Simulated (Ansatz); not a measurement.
# AlGa2H: the cost of one run

The runs use Ansatz 0.2.0, Gaussian basis; cc-pVDZ, core rule «outside noble gas», up to 33 orbitals frozen.

The runs, in order: UHF; CCSD(T) on RHF; BCCD(T) on RHF; CISD; CCSDT(Q) on RHF; CCSDT(Q) on UHF; CCSDTQ on RHF.

5 further runs of the same task are left out: 1 that didn't finish, 4 set aside as unsound or not needed. Runs told in other sessions of the task aren't counted.

### 1 The system

The geometry is a PBE0/def2-TZVP stationary point (not a proven minimum). No spin-orbit coupling is included. The filled d shell of Ga may be among the frozen orbitals whatever the setting's name suggests.

4 atoms, charge 0, spin multiplicity 1.

Atoms are counted from 1 here; the program's logs count them from 0.

Bond lengths: Al1–Ga2 2.695 Å, Ga2–Ga3 2.699 Å, Ga2–H4 1.624 Å. Angles: Al1–Ga2–Ga3 147.2°, Al1–Ga2–H4 107.8°, Ga3–Ga2–H4 105.0°.

### 2 UHF

in.yaml reads:

```yaml
crystal:
  periodic: [false, false, false]
  atoms:
    - {symbol: Al, position_ang: [0.000000, -0.535111, 3.219919]}
    - {symbol: Ga, position_ang: [0.000000, 0.387846, 0.687685]}
    - {symbol: Ga, position_ang: [0.000000, -0.209841, -1.944581]}
    - {symbol: H, position_ang: [0.000000, 2.011092, 0.750236]}
basis:
  gaussian: {orbitals: cc-pVDZ}
magnetization: {spin_polarized: true, initial_magnetization: 0}
hamiltonian: {xc: hf}
output: {orbitals: {seedname: orbitals}}
```

Command:

```sh
$ ansatz run in.yaml --threads 1 --pin off --events-out ev --progress --plain --max-ram 4096MiB --backend cpu
```

**Question.** How long does this run take on 1 thread of AMD EPYC 7R13, shared host, and how much memory does it need?

About 30 s, with a peak of 0.28 GiB.
